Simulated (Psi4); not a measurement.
# GeNH2F (SMILES [NH2][Ge][F]): BLYP/cc-pVDZ, part 2 of 2

Psi4 1.11. The steps go on from the part before.

### 3 The doublet cation, same level

The input, input.dat:

```
memory 1.6 GB

molecule {
  1 2
  N     -0.477700     0.347600    -0.204700
  Ge     0.434100    -0.305200     1.217200
  F      1.598300    -1.203900     0.235500
  H     -1.280100     0.952600    -0.130600
  H     -0.224500     0.135300    -1.158700
  symmetry c1
  no_reorient
  no_com
}

set basis cc-pVDZ
set reference uks
set puream true
set e_convergence 1e-09
set d_convergence 1e-08
set scf_type pk
set dft_radial_points 99
set dft_spherical_points 590
set maxiter 200

energy_value, wavefunction = gradient('blyp', return_wfn=True)
oeprop(wavefunction, 'QUADRUPOLE', 'MAYER_INDICES', 'DIPOLE')
```

On the command line:

```
$ psi4 -n 1 input.dat output.dat
```

output.dat:

```text
Psi4 1.11 release

gradient() will perform analytic gradient computation.

   => Loading Basis Set <=

    Name: CC-PVDZ
    Role: ORBITAL
    Keyword: BASIS

         ---------------------------------------------------------
                                   SCF
                              UKS Reference
                        1 Threads,   1525 MiB Core
         ---------------------------------------------------------

  ==> Geometry <==

    Molecular point group: c1
    Full point group: C1

    Geometry (in Angstrom), charge = 1, multiplicity = 2:

       Center              X                  Y                   Z               Mass
    ------------   -----------------  -----------------  -----------------  -----------------
         N           -0.477700000000     0.347600000000    -0.204700000000    14.003074004430
         GE           0.434100000000    -0.305200000000     1.217200000000    73.921177761000
         F            1.598300000000    -1.203900000000     0.235500000000    18.998403162730
         H           -1.280100000000     0.952600000000    -0.130600000000     1.007825032230
         H           -0.224500000000     0.135300000000    -1.158700000000     1.007825032230

  Running in c1 symmetry.

  Rotational constants: A =      0.34096  B =      0.10064  C =      0.07771 [cm^-1]
  Rotational constants: A =  10221.79227  B =   3017.24723  C =   2329.62149 [MHz]
  Nuclear repulsion =  188.583783618447541

  Charge       = 1
  Multiplicity = 2
  Electrons    = 49
  Nalpha       = 25
  Nbeta        = 24

  ==> Algorithm <==

  SCF Algorithm Type is PK.
  DIIS enabled.
  MOM disabled.
  Fractional occupation disabled.
  Guess Type is SAD.
  Energy threshold   = 1.00e-09
  Density threshold  = 1.00e-08
  Integral threshold = 1.00e-12

  ==> Primary Basis <==

  Basis Set: CC-PVDZ
    Blend: CC-PVDZ
    Number of shells: 29
    Number of basis functions: 65
    Number of Cartesian functions: 69
    Spherical Harmonics?: true
    Max angular momentum: 2

  ==> DFT Potential <==

   => LibXC <=

    Version 7.1.2

   => Composite Functional: BLYP <=

    BLYP GGA Exchange-Correlation Functional

    Deriv               =              1
    GGA                 =           TRUE
    Meta                =          FALSE

    Exchange Hybrid     =          FALSE
    MP2 Hybrid          =          FALSE

   => Exchange Functionals <=

    1.0000     XC_GGA_X_B88

   => Correlation Functionals <=

    1.0000     XC_GGA_C_LYP

   => LibXC Density Thresholds  <==

    XC_GGA_C_LYP:  1.00E-14
    XC_GGA_X_B88:  1.00E-15

   => Molecular Quadrature <=

    Radial Scheme          =       TREUTLER
    Pruning Scheme         =           NONE
    Nuclear Scheme         =       TREUTLER

    Blocking Scheme        =         OCTREE
    BS radius alpha        =              1
    Pruning alpha          =              1
    Radial Points          =             99
    Spherical Points       =            590
    Total Points           =         278410
    Total Blocks           =           2059
    Max Points             =            256
    Max Functions          =             65
    Weights Tolerance      =       1.00E-15

  ==> Integral Setup <==

  Using in-core PK algorithm.
   Calculation information:
      Number of atoms:                   5
      Number of AO shells:              29
      Number of primitives:            144
      Number of atomic orbitals:        69
      Number of basis functions:        65

      Integral cutoff                 1.00e-12
      Number of threads:                 1

  Performing in-core PK
  Using 4603170 doubles for integral storage.
  We computed 93939 shell quartets total.
  Whereas there are 94830 unique shell quartets.

  ==> DiskJK: Disk-Based J/K Matrices <==

    J tasked:                  Yes
    K tasked:                   No
    wK tasked:                  No
    Memory [MiB]:              677
    Schwarz Cutoff:          1E-12

  Cached 100.0% of DFT collocation blocks in 0.456 [GiB].

  Minimum eigenvalue in the overlap matrix is 2.3309991475E-02.
  Reciprocal condition number of the overlap matrix is 5.4127011066E-03.
    Using symmetric orthogonalization.

  ==> Pre-Iterations <==

  SCF Guess: Superposition of Atomic Densities via on-the-fly atomic UHF (no occupation information).

   -------------------------
    Irrep   Nso     Nmo
   -------------------------
     A         65      65
   -------------------------
    Total      65      65
   -------------------------

  ==> Iterations <==

                        Total Energy        Delta E     RMS |[F,P]|

   @UKS iter SAD: -2229.15462033884842   -2.22915e+03   0.00000e+00
   @UKS iter   1: -2231.78985586221233   -2.63524e+00   1.92452e-02 ADIIS/DIIS
   @UKS iter   2: -2230.34322427607185    1.44663e+00   3.11010e-02 ADIIS/DIIS
   @UKS iter   3: -2232.28423195953701   -1.94101e+00   9.38326e-03 ADIIS/DIIS
   @UKS iter   4: -2232.21335650222181    7.08755e-02   1.03189e-02 ADIIS/DIIS
   @UKS iter   5: -2232.48175913244631   -2.68403e-01   2.59635e-03 ADIIS/DIIS
   @UKS iter   6: -2232.42345958917349    5.82995e-02   4.61653e-03 ADIIS/DIIS
   @UKS iter   7: -2232.48717056833220   -6.37110e-02   2.58316e-03 ADIIS/DIIS
   @UKS iter   8: -2232.44446638294448    4.27042e-02   3.95140e-03 ADIIS/DIIS
   @UKS iter   9: -2232.44670235633885   -2.23597e-03   3.83992e-03 ADIIS/DIIS
[... 56 lines of further cycles ...]
   @UKS iter  66: -2232.50322466215266   -9.90883e-05   8.97137e-05 DIIS
   @UKS iter  67: -2232.50324552995789   -2.08678e-05   4.14475e-05 DIIS
   @UKS iter  68: -2232.50324814813212   -2.61817e-06   3.36791e-05 DIIS
   @UKS iter  69: -2232.50324806058097    8.75511e-08   3.22595e-05 DIIS
   @UKS iter  70: -2232.50325048115928   -2.42058e-06   1.95953e-05 DIIS
   @UKS iter  71: -2232.50325160474313   -1.12358e-06   4.45648e-06 DIIS
   @UKS iter  72: -2232.50325156635336    3.83898e-08   5.61993e-06 DIIS
   @UKS iter  73: -2232.50325165370896   -8.73556e-08   2.10525e-06 DIIS
   @UKS iter  74: -2232.50325166746461   -1.37557e-08   3.50258e-07 DIIS
   @UKS iter  75: -2232.50325166787343   -4.08818e-10   7.17310e-09 DIIS
  Energy and wave function converged.

  ==> Post-Iterations <==

   Electrons on quadrature grid:
      Nalpha   =   25.0000002579 ; deviation = 2.579e-07
      Nbeta    =   24.0000003288 ; deviation = 3.288e-07
      Ntotal   =   49.0000005867 ; deviation = 5.867e-07

   @Spin Contamination Metric:   6.016257125E-03
   @S^2 Expected:                7.500000000E-01
   @S^2 Observed:                7.560162571E-01
   @S   Expected:                5.000000000E-01
   @S   Observed:                5.000000000E-01

    Orbital Energies [Eh]
    ---------------------

    Alpha Occupied:

       1A   -397.532915     2A    -49.533522     3A    -44.160321
       4A    -44.158607     5A    -44.158110     6A    -24.534558
       7A    -14.316811     8A     -6.293904     9A     -4.515789
      10A     -4.511635    11A     -4.509593    12A     -1.426011
      13A     -1.419572    14A     -1.417413    15A     -1.416431
      16A     -1.413678    17A     -1.277440    18A     -1.048946
      19A     -0.751004    20A     -0.711665    21A     -0.633558
      22A     -0.580290    23A     -0.570361    24A     -0.527653
      25A     -0.511156

    Alpha Virtual:

      26A     -0.337893    27A     -0.257094    28A     -0.201641
      29A     -0.130428    30A     -0.113630    31A     -0.003957
      32A      0.048517    33A      0.072359    34A      0.091167
      35A      0.117636    36A      0.144083    37A      0.150336
      38A      0.231782    39A      0.274834    40A      0.409464
      41A      0.428780    42A      0.460722    43A      0.550290
      44A      0.680852    45A      0.833909    46A      0.905080
      47A      0.957760    48A      0.988339    49A      1.016888
      50A      1.170098    51A      1.313221    52A      1.427851
      53A      1.670255    54A      1.701211    55A      1.757330
      56A      1.854848    57A      1.894115    58A      2.062420
      59A      2.435805    60A      2.545600    61A      3.244034
      62A      3.249085    63A      3.267015    64A      3.284743
      65A      3.388177

    Beta Occupied:

       1A   -397.532198     2A    -49.533024     3A    -44.159864
       4A    -44.158039     5A    -44.157274     6A    -24.529626
       7A    -14.309115     8A     -6.292765     9A     -4.514359
      10A     -4.510776    11A     -4.508095    12A     -1.423549
      13A     -1.417203    14A     -1.415892    15A     -1.413988
      16A     -1.411580    17A     -1.266802    18A     -1.031366
      19A     -0.739243    20A     -0.704685    21A     -0.616262
      22A     -0.572849    23A     -0.561959    24A     -0.493481

    Beta Virtual:

      25A     -0.489689    26A     -0.321708    27A     -0.244853
      28A     -0.192006    29A     -0.122407    30A     -0.109807
      31A      0.002355    32A      0.052179    33A      0.080071
      34A      0.096176    35A      0.131436    36A      0.154990
      37A      0.166615    38A      0.242597    39A      0.280676
      40A      0.416034    41A      0.442190    42A      0.483434
      43A      0.562979    44A      0.687269    45A      0.841341
      46A      0.921047    47A      0.963237    48A      0.993838
      49A      1.028876    50A      1.181960    51A      1.316234
      52A      1.433652    53A      1.678182    54A      1.720534
      55A      1.778964    56A      1.863016    57A      1.913075
      58A      2.074134    59A      2.446258    60A      2.554066
      61A      3.256477    62A      3.260676    63A      3.275433
      64A      3.297412    65A      3.400283

    Final Occupation by Irrep:
              A
    DOCC [    24 ]
    SOCC [     1 ]
    NA   [    25 ]
    NB   [    24 ]

  @UKS Final Energy: -2232.50325166787343

   => Energetics <=

    Nuclear Repulsion Energy =            188.5837836184475407
    One-Electron Energy =               -3470.5799513449574079
    Two-Electron Energy =                1146.3593042938273356
    DFT Exchange-Correlation Energy =     -96.8663882351909109
    Empirical Dispersion Energy =           0.0000000000000000
    VV10 Nonlocal Energy =                  0.0000000000000000
    Total Energy =                      -2232.5032516678734282

  UHF NO Occupations:
  HONO-2 :   23  A 1.9997498
  HONO-1 :   24  A 1.9974422
  HONO-0 :   25  A 1.0000000
  LUNO+0 :   26  A 0.0025578
  LUNO+1 :   27  A 0.0002502
  LUNO+2 :   28  A 0.0000823
  LUNO+3 :   29  A 0.0000484

Computation Completed

Properties will be evaluated at   0.000000,   0.000000,   0.000000 [a0]

Properties computed using the SCF density matrix

 Multipole Moments:

 ------------------------------------------------------------------------------------
     Multipole            Electronic (a.u.)      Nuclear  (a.u.)        Total (a.u.)
 ------------------------------------------------------------------------------------

 L = 1.  Multiply by 2.5417464519 to convert [e a0] to [Debye]
 Dipole X            :        -44.5204817           44.2713698           -0.2491118
 Dipole Y            :         32.6077641          -32.2772781            0.3304860
 Dipole Z            :        -71.1435578           72.4666505            1.3230927
 Magnitude           :                                                    1.3863088

 ------------------------------------------------------------------------------------

	total time  =         50 seconds =       0.83 minutes

         ------------------------------------------------------------
                                   SCF GRAD
         ------------------------------------------------------------

  ==> Geometry <==

    Molecular point group: c1
    Full point group: C1

    Geometry (in Angstrom), charge = 1, multiplicity = 2:

       Center              X                  Y                   Z               Mass
    ------------   -----------------  -----------------  -----------------  -----------------
         N           -0.477700000000     0.347600000000    -0.204700000000    14.003074004430
         GE           0.434100000000    -0.305200000000     1.217200000000    73.921177761000
         F            1.598300000000    -1.203900000000     0.235500000000    18.998403162730
         H           -1.280100000000     0.952600000000    -0.130600000000     1.007825032230
         H           -0.224500000000     0.135300000000    -1.158700000000     1.007825032230

  Nuclear repulsion =  188.583783618447541

  ==> Basis Set <==

  Basis Set: CC-PVDZ
    Blend: CC-PVDZ
    Number of shells: 29
    Number of basis functions: 65
    Number of Cartesian functions: 69
    Spherical Harmonics?: true
    Max angular momentum: 2

  ==> DirectJKGrad: Integral-Direct SCF Gradients <==

    Gradient:                    1
    J tasked:                  Yes
    K tasked:                   No
    wK tasked:                  No
    Integrals threads:           1
    Schwarz Cutoff:          1E-12

  ==> DFT Potential <==

   => LibXC <=

    Version 7.1.2

   => Composite Functional: BLYP <=

    BLYP GGA Exchange-Correlation Functional

    Deriv               =              1
    GGA                 =           TRUE
    Meta                =          FALSE

    Exchange Hybrid     =          FALSE
    MP2 Hybrid          =          FALSE

   => Exchange Functionals <=

    1.0000     XC_GGA_X_B88

   => Correlation Functionals <=

    1.0000     XC_GGA_C_LYP

   => LibXC Density Thresholds  <==

    XC_GGA_C_LYP:  1.00E-14
    XC_GGA_X_B88:  1.00E-15

   => Molecular Quadrature <=

    Radial Scheme          =       TREUTLER
    Pruning Scheme         =           NONE
    Nuclear Scheme         =       TREUTLER

    Blocking Scheme        =         OCTREE
    BS radius alpha        =              1
    Pruning alpha          =              1
    Radial Points          =             99
    Spherical Points       =            590
    Total Points           =         278410
    Total Blocks           =           2059
    Max Points             =            256
    Max Functions          =             65
    Weights Tolerance      =       1.00E-15

  -Total Gradient:
     Atom            X                  Y                   Z
    ------   -----------------  -----------------  -----------------
       1       -0.004173253636    -0.028802156738    -0.000811553272
       2       -0.009009953350     0.018568775599    -0.009375748954
       3       -0.006621441808     0.000539152645    -0.005712362234
       4        0.021315021667    -0.008397214564    -0.003530538693
       5       -0.001451386548     0.018048000525     0.019506152075

	total time  =         18 seconds =       0.30 minutes

Properties will be evaluated at   0.000000,   0.000000,   0.000000 [a0]
OEProp: No title given, name of density matrix used for the following properties is 'SCF alpha density'

 Multipole Moments:

 ------------------------------------------------------------------------------------
     Multipole            Electronic (a.u.)      Nuclear  (a.u.)        Total (a.u.)
 ------------------------------------------------------------------------------------

 L = 1.  Multiply by 2.5417464519 to convert [e a0] to [Debye]
 Dipole X            :        -44.5204817           44.2713698           -0.2491118
 Dipole Y            :         32.6077641          -32.2772781            0.3304860
 Dipole Z            :        -71.1435578           72.4666505            1.3230927
 Magnitude           :                                                    1.3863088

 L = 2.  Multiply by 1.3450342976 to convert [e a0^2] to [Debye ang]
 Quadrupole XX       :       -132.3963175          115.3727956          -17.0235220
 Quadrupole XY       :         85.0541360          -85.5965396           -0.5424036
 Quadrupole XZ       :        -74.4057429           76.4485382            2.0427953
 Quadrupole YY       :        -80.9945468           63.5528671          -17.4416797
 Quadrupole YZ       :         53.3571138          -54.3465566           -0.9894428
 Quadrupole ZZ       :       -188.7080013          176.9909928          -11.7170086
 Traceless XX        :          1.6366377           -3.2660896           -1.6294519
 Traceless YY        :         53.0384084          -55.0860180           -2.0476096
 Traceless ZZ        :        -54.6750461           58.3521076            3.6770615

 ------------------------------------------------------------------------------------

  Mayer Bond Indices:

  Total Bond Index:
  Irrep: 1 Size: 5 x 5

                 1                   2                   3                   4                   5

    1     0.00000000000000     1.34306919344871     0.11033550011005     0.94789029788502     0.94149505972310
    2     1.34306919344871     0.00000000000000     1.15550720930650     0.02336256424535     0.03531387706388
    3     0.11033550011005     1.15550720930650     0.00000000000000     0.00800536168762     0.01191202308064
    4     0.94789029788502     0.02336256424535     0.00800536168762     0.00000000000000     0.00940495911229
    5     0.94149505972310     0.03531387706388     0.01191202308064     0.00940495911229     0.00000000000000

  Alpha Contribution:
  Irrep: 1 Size: 5 x 5

                 1                   2                   3                   4                   5

    1     0.00000000000000     0.59643929014140     0.01361281706265     0.47729998206992     0.47480017090006
    2     0.59643929014140     0.00000000000000     0.50879150619460     0.01119616870559     0.01799840093832
    3     0.01361281706265     0.50879150619460     0.00000000000000     0.00254504370683     0.00623163314996
    4     0.47729998206992     0.01119616870559     0.00254504370683     0.00000000000000     0.00487599483751
    5     0.47480017090006     0.01799840093832     0.00623163314996     0.00487599483751     0.00000000000000

  Beta Contribution:
  Irrep: 1 Size: 5 x 5

                 1                   2                   3                   4                   5

    1     0.00000000000000     0.74662990330732     0.09672268304740     0.47059031581510     0.46669488882304
    2     0.74662990330732     0.00000000000000     0.64671570311190     0.01216639553976     0.01731547612556
    3     0.09672268304740     0.64671570311190     0.00000000000000     0.00546031798079     0.00568038993068
    4     0.47059031581510     0.01216639553976     0.00546031798079     0.00000000000000     0.00452896427478
    5     0.46669488882304     0.01731547612556     0.00568038993068     0.00452896427478     0.00000000000000

  Atomic Valences:

 #  #
 Irrep: 1
      1:    3.342790051166885
      2:    2.557252844064443
      3:    1.285760094184804
      4:    0.988663182930279
      5:    0.998125918979914

    Psi4 run time: 0:01:07.40
```

It took 68 s on 1 thread of Intel Xeon Platinum 8488C (Sapphire Rapids), shared host; peak memory 0.92 GiB.

### 4 Results

The summary covers parts 1 to 2.

At BLYP/cc-pVDZ:

```
                                          quantity           value
                      singlet GeNH2F: total energy  -2232.86116 Eh
                     singlet GeNH2F: dipole moment          2.51 D
                       singlet GeNH2F: HOMO energy        -6.14 eV
                       singlet GeNH2F: LUMO energy        -1.86 eV
                     singlet GeNH2F: HOMO–LUMO gap         4.29 eV
          singlet GeNH2F: largest force on an atom      1.449 eV/Å
                      doublet cation: total energy  -2232.50325 Eh
doublet cation: HOMO energy (highest over α and β)       -13.43 eV
 doublet cation: LUMO energy (lowest over α and β)       -13.33 eV
                              doublet cation: ⟨S²⟩           0.756
          doublet cation: largest force on an atom      1.497 eV/Å
vertical ionisation energy (to the doublet cation)        9.739 eV
```

In words: The vertical ionisation energy comes to 9.74 eV (225 kcal/mol). The largest force (singlet GeNH2F) is 1.45 eV/Å: the shape isn't a stationary point for this species at this level. −ε(HOMO) before ionisation, 6.14 eV, is 3.60 eV below this ionisation energy. Mulliken charges (singlet GeNH2F) run from -0.35 on F3 to +0.40 on Ge2; they depend strongly on the basis.
